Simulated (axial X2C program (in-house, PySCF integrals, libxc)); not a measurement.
# Linear NGeO⁺ at several levels

Aim: the two bond lengths and stretching wavenumbers of linear NGeO⁺, with and without spin–orbit coupling, at PBE0, TPSSh.

Computed with an in-house X2C program for linear molecules on PySCF integrals. Level: all-electron X2C, two-component (2c) or spin-free, N dyall-av3z, Ge dyall-v3z, O dyall-av3z.

All values are calculated.

2 further runs of the same task are left out: 2 set aside as unsound or not needed.

## Step 1: Set-up

task.json reads:

```json
{"zs": [7, 32, 8], "q": 1, "bas": ["dyall-av3z", "dyall-v3z", "dyall-av3z"], "r0": [1.71, 1.68], "symm": 0, "scan": ["PBE0", "HF", "TPSSh"], "levels": ["PBE0", "HF", "BHandHLYP"], "nst": 2}
```

Keys: zs atomic numbers; q charge; bas basis sets; r0 starting distance in Å; symm equal bonds; scan levels of the two-bond scan; levels methods; nst determinants followed.

Launch:

```bash
$ python solin.py task.json out
```

Masses N 14.003, Ge 73.921, O 15.995 u.

## Step 2: Scan at PBE0, 2c

State: Ω = 1 (beyond evenly filled blocks: ω = -1/2, ω = 3/2). Energies above the lowest point, from the job's result record:

| r(N–Ge) (Å) | r(Ge–O) (Å) | E (meV) |
| --- | --- | --- |
| 1.8301 | 1.5454 | 68.53 |
| 1.8301 | 1.5850 | 17.57 |
| 1.8301 | 1.6246 | 51.91 |
| 1.8770 | 1.5454 | 51.24 |
| 1.8770 | 1.5850 | 0.00 |
| 1.8770 | 1.6246 | 34.36 |
| 1.8770 | 1.6643 | 136.12 |
| 1.9239 | 1.5454 | 65.10 |
| 1.9239 | 1.5850 | 12.90 |
| 1.9239 | 1.6246 | 46.48 |
| 1.9708 | 1.5850 | 49.13 |
| 1.9708 | 1.6643 | 180.81 |

A quadratic surface with cubic terms in each bond gives the minimum at 1.879 and 1.588 Å, force constants 2.18, 8.6 and coupling -0.07 mdyn/Å.

## Step 3: Scan at TPSSh, 2c

State: Ω = 1 (beyond evenly filled blocks: ω = -1/2, ω = 3/2). Energies above the lowest point, from the job's result record:

| r(N–Ge) (Å) | r(Ge–O) (Å) | E (meV) |
| --- | --- | --- |
| 1.8301 | 1.5454 | 95.19 |
| 1.8301 | 1.5850 | 20.24 |
| 1.8301 | 1.6246 | 30.39 |
| 1.8770 | 1.5454 | 74.51 |
| 1.8770 | 1.5850 | 0.00 |
| 1.8770 | 1.6246 | 11.03 |
| 1.8770 | 1.6643 | 89.48 |
| 1.9239 | 1.5454 | 85.00 |
| 1.9239 | 1.5850 | 10.22 |
| 1.9239 | 1.6246 | 21.29 |
| 1.9708 | 1.5850 | 44.02 |
| 1.9708 | 1.6643 | 132.94 |

A quadratic surface with cubic terms in each bond gives the minimum at 1.883 and 1.599 Å, force constants 2.14, 8.08 and coupling 0.00 mdyn/Å.

## Step 4: Scan at PBE0, spin-free

State: M_S = 1, Λ = 0 (beyond evenly filled blocks: π+α, π-α). Energies above the lowest point, from the job's result record:

| r(N–Ge) (Å) | r(Ge–O) (Å) | E (meV) |
| --- | --- | --- |
| 1.8301 | 1.5454 | 67.75 |
| 1.8301 | 1.5850 | 17.40 |
| 1.8301 | 1.6246 | 52.26 |
| 1.8770 | 1.5454 | 50.64 |
| 1.8770 | 1.5850 | 0.00 |
| 1.8770 | 1.6246 | 34.89 |
| 1.8770 | 1.6643 | 137.12 |
| 1.9239 | 1.5454 | 64.65 |
| 1.9239 | 1.5850 | 13.05 |
| 1.9239 | 1.6246 | 47.16 |
| 1.9708 | 1.5850 | 49.41 |
| 1.9708 | 1.6643 | 182.08 |

A quadratic surface with cubic terms in each bond gives the minimum at 1.878 and 1.587 Å, force constants 2.18, 8.6 and coupling -0.07 mdyn/Å.

## Step 5: Comparison

| level | r(N–Ge) (Å) | r(Ge–O) (Å) | lower stretch (cm⁻¹) | upper stretch (cm⁻¹) |
| --- | --- | --- | --- | --- |
| PBE0, 2c | 1.879 | 1.588 | 548.6 | 1061.3 |
| TPSSh, 2c | 1.883 | 1.599 | 544.5 | 1026.9 |
| PBE0, spin-free | 1.878 | 1.587 | 548.7 | 1061.5 |
| TPSSh, spin-free | 1.883 | 1.599 | 544.7 | 1027.1 |

Scans not shown above were run alike.

**Reading.** Over the levels the N–Ge bond spans 1.878 to 1.883 Å and the Ge–O bond 1.587 to 1.599 Å. At PBE0 spin–orbit coupling leaves both bonds unchanged to 0.001 Å. Each state is one determinant, the lowest of a limited PBE0 search; the stretches come from a fit to few points and are good to some per cent at best. The molecule was held linear; bending was not examined, so a bent shape may lie lower. Open-shell Ω = 0 determinants with evenly filled partner blocks cannot be reached by this program, so the Ω shown need not be the lowest component. Note: several unpaired electrons, one determinant need not be a pure state.
